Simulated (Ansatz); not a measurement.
# Two self-consistent states of NaOsO4

An SCF can end in more than one state. Here NaOsO4, a structure type of another compound, with these elements put in, is run from each state found earlier: which lies lowest, and what else changes?

All numbers below are computed with Ansatz 0.2.0 (DFT, r2SCAN, spin-orbit coupling, plane waves, PAW).

## (1) Geometry

The structure is trigonal, space group R-3m (No. 166). Conventional cell: a = 3.817 Å, b = 3.817 Å, c = 17.049 Å, α = 90.00°, β = 90.00°, γ = 120.00°. Os (site symmetry -3m) has 8 O at 1.82 to 2.22 Å as nearest neighbours. Na (site symmetry -3m) has 8 O at 2.43 to 2.58 Å as nearest neighbours. O (site symmetry 3m) is surrounded by 1 Os at 1.82 Å and 3 Na at 2.43 Å. O (site symmetry 3m) has 3 Os at 2.22 Å and 3 O at 2.27 Å and 1 Na at 2.58 Å as nearest neighbours.

Coordinates:

```cif
data_structure
_symmetry_space_group_name_H-M 'P 1'
_symmetry_Int_Tables_number 1
_cell_length_a 3.8171
_cell_length_b 3.8171
_cell_length_c 6.0952
_cell_angle_alpha 108.248
_cell_angle_beta 108.248
_cell_angle_gamma 60.000
_cell_volume 71.71
loop_
_atom_site_label
_atom_site_type_symbol
_atom_site_fract_x
_atom_site_fract_y
_atom_site_fract_z
_atom_site_occupancy
Os1 Os 0.00000 0.00000 0.00000 1
Na1 Na 0.50000 0.50000 0.50000 1
O1 O 0.10690 0.10690 0.32070 1
O2 O 0.89310 0.89310 0.67930 1
O3 O 0.34880 0.34880 0.04640 1
O4 O 0.65120 0.65120 0.95360 1
```

The cell carries a charge of -1 e on a uniform background.

The states: A, Os1 along (0.00, -0.35, 0.94) (spin-orbit spin); B, Os1 along (0.50, 0.87, 0.00) (spin-orbit spin). Each run reads its own saved solution as saved_state.

## (2) State A: the run

Input file input.yaml:

```yaml
crystal:
  lattice:
    - [1.90856, 3.305719, 0.0]
    - [-1.90856, 3.305719, 0.0]
    - [0.0, -2.203813, 5.682886]
  atoms:
    - { symbol: Os, position: [0.0, 0.0, 0.0], spin: 2, spin_axis: [0.0, -0.36156, 0.93235] }
    - { symbol: Na, position: [0.5, 0.5, 0.5] }
    - { symbol: O, position: [0.1069, 0.1069, 0.3207] }
    - { symbol: O, position: [0.8931, 0.8931, 0.6793] }
    - { symbol: O, position: [0.3488, 0.3488, 0.0464] }
    - { symbol: O, position: [0.6512, 0.6512, 0.9536] }
kpoints:
  mp_grid: { grid: [6, 6, 3], shift: [0.5, 0.5, 0.0] }
  band_path:
    path:
      - [0.30826891, -0.38346267, 0.19173126]
      - [0.49999993, -2.9e-07, 1.0e-07]
      - [0.0, 0.0, 0.0]
      - [0.34586579, -0.34586579, 0.0]
    npoints: 17
magnetization:
  noncollinear: true
  spin_orbit: true
scf:
  occupations: { method: fermi_dirac, width: 0.0167 }
  lower_state_search: "off"
  max_iter: 200
hamiltonian:
  pseudopotentials: { kind: paw_fr }
  xc: r2scan
total_charge: -1
basis:
  ecutwfc: 500
  fft_grid_basis: typed
output:
  forces: true
  stress: true
  eigenvalues: true
  bader: true
  populations: true
  elf: true
  write_potential: true
  volumetric_format: npy
  dos:
    e_range: [-12, 8]
    de: 0.05
    projected: { site_lists: { Na: [Na], O: [O], Os: [Os] } }
    method: { smearing: { sigma: 0.1, scheme: gaussian } }
checkpoint:
  read: saved_state
```

Output, cut to the lines that bear on the results:

```text
Warning: RAYON_NUM_THREADS=2 ignored (pool sized by the plan → 2); use --threads N
[...]
Pseudopotentials: kind: paw_fr
Pseudopotential: Os, paw_fr, valence charge 16, recommended cutoff 500 eV (meta_gga), Os.paw.azcp#standard-fr
Pseudopotential: Na, paw_fr, valence charge 9, recommended cutoff 500 eV (meta_gga), Na.paw.azcp#standard-fr
Pseudopotential: O, paw_fr, valence charge 6, recommended cutoff 500 eV (meta_gga), O.paw.azcp#standard-fr
Functional definition: r2SCAN
[...]
Crystal: 6 atoms, lattice volume = 71.709 Å³
Basis set: ecut = 500 eV, 1767 PW (Γ), exchange–correlation on 120×120×180 points (64 copies of the dense FFT grid, shifted against one another)
Bands: 62, of which v1, the nominal top of the filled ones, is band 50 counted from 1 (49 counted from 0)
Symmetry: 2 space group operations + 2 with time reversal
Magnetic group: BNS 12.62 (UNI 69), of the structure as read, at distance tolerance 4.2e-5 Å
k-points: 33 of 108 (time reversal used)
Projection manifold: j_resolved (fully-relativistic pseudo-atomic orbitals)
[...]
Starting moments: Σ|m| = 2 μB on 1 of 6 sites; this step starts from the density that it was given
[...]
SCF iter   1: F=-15123.011742 eV  HF=-15122.805175 eV  |F-HF|=2.07e-1  |Δ(HF+E_count)|=         —  Δρ=1.08e-2  dr2=5.68e-3  dr2_τ=2.44e-3  dr2_m=1.08e-3  ethr=1.12e-5  |M|=1.48e0 ∫|m|=1.58e0 μB  |m|>n=0.0e0 m-floor=0.0e0 τ_xc=7.6e-2  β_m=1.00  ⟨swp⟩=3.5  Hψ=13519  notcnv=0
[...]
  site 5: m = (+0.0000, -0.0033, +0.0087) μB, |m| = 0.0093 μB  (R = 0.92 Å)
Free energy (F): -15123.019121 eV
[...]
E sigma→0 (E₀):  -15123.017113 eV
Entropy (-TS):   -0.004015 eV (-0.669 meV/atom)
Fermi energy:    8.116177 eV
[...]
--- Forces (eV/Å), atoms counted from 1 ---
  atom   1  Os     0.00000000     0.00000000     0.00000000
  atom   2  Na     0.00000000     0.00000000     0.00000000
  atom   3  O      0.00000000    -0.00586390     0.61309463
  atom   4  O      0.00000000     0.00586390    -0.61309463
  atom   5  O      0.00000000    -0.01042561    -0.39082737
  atom   6  O     -0.00000000     0.01042561     0.39082737
[...]
--- Stress (GPa, compression-positive) ---
      -18.832916       0.000000      -0.000000
        0.000000     -19.188124      -0.072961
       -0.000000      -0.030770      -2.360318
  P = ⅓ Tr σ = -13.4605 GPa (-134.605 kbar)
--- Band table (eV; the first three rows and the last of 33) ---
[...]
--- Löwdin populations: 6 sites ---
  site symbol       q [e]
     0     Os     14.2512
     1     Na      8.2963
     2      O      6.8377
     3      O      6.8377
     4      O      6.7625
     5      O      6.7625
  spilling = 0.005043 (of n_electrons = 50.000000)
--- Bader charges: 6 sites ---
  site symbol  charge [e]  shift [e]  m_x [muB]  m_y [muB]  m_z [muB]
     0     Os      2.2401     0.0018     0.0000    -0.3239     0.8732
     1     Na      0.8767     0.0006     0.0000    -0.0037     0.0108
     2      O     -1.0983     0.0025     0.0000    -0.0853     0.2383
     3      O     -1.0983     0.0025     0.0000    -0.0853     0.2383
     4      O     -0.9601     0.0020     0.0000    -0.0058     0.0157
     5      O     -0.9601     0.0020     0.0000    -0.0058     0.0157
  estimated error of the sums over rays = 2.4e-4 e
```

Wall time 75 s (2 threads of an x86-64 CPU, shared host); peak memory 0.98 GiB.

## (3) State A: levels and charges

States per cell by energy window, from dos.tsv and pdos.tsv (Gaussian smearing of 0.1 eV; eV from the Fermi level):

| from | to | total | O p | Os d |
| --- | --- | --- | --- | --- |
| -8.0 | -7.0 | 2.54 | 1.62 | 0.78 |
| -7.0 | -6.0 | 4.20 | 2.71 | 1.21 |
| -6.0 | -5.0 | 2.57 | 1.60 | 0.85 |
| -5.0 | -4.0 | 2.94 | 2.04 | 0.76 |
| -4.0 | -3.0 | 4.38 | 3.83 | 0.36 |
| -3.0 | -2.0 | 5.88 | 5.35 | 0.37 |
| -2.0 | -1.0 | 1.44 | 1.37 | 0.05 |
| -1.0 | 0.0 | 1.87 | 0.93 | 0.86 |
| 0.0 | 1.0 | 1.92 | 0.89 | 0.95 |
| 1.0 | 2.0 | 2.36 | 1.03 | 1.23 |
| 2.0 | 3.0 | 1.74 | 0.82 | 0.87 |
| 3.0 | 4.0 | 0.34 | 0.10 | 0.16 |
| 4.0 | 5.0 | 1.42 | 0.55 | 0.61 |

Gathered by element (positive charge: electrons given up): Löwdin charges also hold the electrons that the projection spills.

| element | atoms | Bader charge (e) | Bader volume (Å³) | Löwdin charge (e) | Bader moment, size (μB) |
| --- | --- | --- | --- | --- | --- |
| Os | 1 | +2.24 | 10.8 | +1.75 | 0.93 |
| Na | 1 | +0.88 | 7.8 | +0.70 | 0.01 |
| O | 4 | -1.10 to -0.96 | 11.1 to 15.4 | -0.84 to -0.76 | 0.02 to 0.25 |

Löwdin charges rest on a small set of atomic orbitals that misses 0.5 % of the electrons, so they need not add up to the cell's charge and can differ from Bader's even in sign.

The main site moments: Os1 along (0.00, -0.35, 0.94).

## (4) State B: the run

Changes to input.yaml since step 2:

```diff
@@ -6,3 +6,3 @@
   atoms:
-    - { symbol: Os, position: [0.0, 0.0, 0.0], spin: 2, spin_axis: [0.0, -0.36156, 0.93235] }
+    - { symbol: Os, position: [0.0, 0.0, 0.0], spin: 2, spin_axis: [0.5, 0.86603, 0.0] }
     - { symbol: Na, position: [0.5, 0.5, 0.5] }
@@ -14,9 +14,2 @@
   mp_grid: { grid: [6, 6, 3], shift: [0.5, 0.5, 0.0] }
-  band_path:
-    path:
-      - [0.30826891, -0.38346267, 0.19173126]
-      - [0.49999993, -2.9e-07, 1.0e-07]
-      - [0.0, 0.0, 0.0]
-      - [0.34586579, -0.34586579, 0.0]
-    npoints: 17
 magnetization:
```

Output, cut to the lines that bear on the results:

```text
Warning: RAYON_NUM_THREADS=2 ignored (pool sized by the plan → 2); use --threads N
[...]
Pseudopotentials: kind: paw_fr
Pseudopotential: Os, paw_fr, valence charge 16, recommended cutoff 500 eV (meta_gga), Os.paw.azcp#standard-fr
Pseudopotential: Na, paw_fr, valence charge 9, recommended cutoff 500 eV (meta_gga), Na.paw.azcp#standard-fr
Pseudopotential: O, paw_fr, valence charge 6, recommended cutoff 500 eV (meta_gga), O.paw.azcp#standard-fr
Functional definition: r2SCAN
[...]
Crystal: 6 atoms, lattice volume = 71.709 Å³
Basis set: ecut = 500 eV, 1767 PW (Γ), exchange–correlation on 120×120×180 points (64 copies of the dense FFT grid, shifted against one another)
Bands: 62, of which v1, the nominal top of the filled ones, is band 50 counted from 1 (49 counted from 0)
Symmetry: 2 space group operations
k-points: 54 of 108
Projection manifold: j_resolved (fully-relativistic pseudo-atomic orbitals)
[...]
--- Stress (GPa, compression-positive) ---
      -19.440545      -0.024983       0.002534
       -0.025553     -19.363249      -0.044847
        0.001980      -0.045807      -1.697586
  P = ⅓ Tr σ = -13.5005 GPa (-135.005 kbar)
--- Band table (eV; the first three rows and the last of 54) ---
[...]
--- Löwdin populations: 6 sites ---
  site symbol       q [e]
     0     Os     14.2507
     1     Na      8.2963
     2      O      6.8393
     3      O      6.8393
     4      O      6.7611
     5      O      6.7611
  spilling = 0.005046 (of n_electrons = 50.000000)
--- Bader charges: 6 sites ---
  site symbol  charge [e]  shift [e]  m_x [muB]  m_y [muB]  m_z [muB]
     0     Os      2.2414     0.0018     0.4811     0.8334     0.0025
     1     Na      0.8769     0.0006     0.0056     0.0096     0.0001
     2      O     -1.0993     0.0025     0.1308     0.2266     0.0019
     3      O     -1.0993     0.0025     0.1308     0.2266     0.0019
     4      O     -0.9599     0.0020     0.0166     0.0289    -0.0010
     5      O     -0.9599     0.0020     0.0166     0.0289    -0.0010
  estimated error of the sums over rays = 2.4e-4 e
```

It took 80 s on 2 threads of an x86-64 CPU, shared host; peak memory 1.1 GiB.

## (5) State B: levels and charges

States per cell by energy window, from dos.tsv and pdos.tsv (Gaussian smearing of 0.1 eV; eV from the Fermi level):

| from | to | total | O p | Os d |
| --- | --- | --- | --- | --- |
| -8.0 | -7.0 | 2.55 | 1.63 | 0.78 |
| -7.0 | -6.0 | 4.18 | 2.69 | 1.21 |
| -6.0 | -5.0 | 2.60 | 1.62 | 0.85 |
| -5.0 | -4.0 | 2.90 | 2.01 | 0.76 |
| -4.0 | -3.0 | 4.35 | 3.81 | 0.36 |
| -3.0 | -2.0 | 5.92 | 5.38 | 0.37 |
| -2.0 | -1.0 | 1.43 | 1.35 | 0.05 |
| -1.0 | 0.0 | 1.85 | 0.93 | 0.84 |
| 0.0 | 1.0 | 1.79 | 0.83 | 0.88 |
| 1.0 | 2.0 | 2.55 | 1.11 | 1.33 |
| 2.0 | 3.0 | 1.69 | 0.79 | 0.84 |
| 3.0 | 4.0 | 0.35 | 0.11 | 0.16 |
| 4.0 | 5.0 | 1.39 | 0.54 | 0.60 |

By element, from the tables in the log (a charge is positive for electrons lost): Löwdin charges also hold the electrons that the projection spills.

| element | atoms | Bader charge (e) | Bader volume (Å³) | Löwdin charge (e) | Bader moment, size (μB) |
| --- | --- | --- | --- | --- | --- |
| Os | 1 | +2.24 | 10.8 | +1.75 | 0.96 |
| Na | 1 | +0.88 | 7.8 | +0.70 | 0.01 |
| O | 4 | -1.10 to -0.96 | 11.1 to 15.4 | -0.84 to -0.76 | 0.03 to 0.26 |

The Löwdin projection spills 0.5 % of the electrons and depends on the orbitals chosen; where it disagrees with Bader's partition, neither is an observable.

The main site moments: Os1 along (0.50, 0.87, 0.00).

## (6) Results

| state | free energy (meV/atom) | largest site moment (μB) | size of the net moment (μB/cell) | gap (eV) | pressure (GPa) | largest force (eV/Å) | SCF cycles |
| --- | --- | --- | --- | --- | --- | --- | --- |
| A | 0.0 | 0.79 | 1.48 | metal | – | 0.61 | 13 |
| B | 4.1 | 0.81 | 1.56 | metal | – | 0.68 | 15 |

The cell is charged, so the pressure depends on the background and is left out.

What this shows: State A lies lowest, 4.1 meV per atom under state B. Every run converged, so convergence alone does not show that a state is the lowest.

Caveats: the k mesh is coarse for a cell without a gap; charged cell with a uniform background.
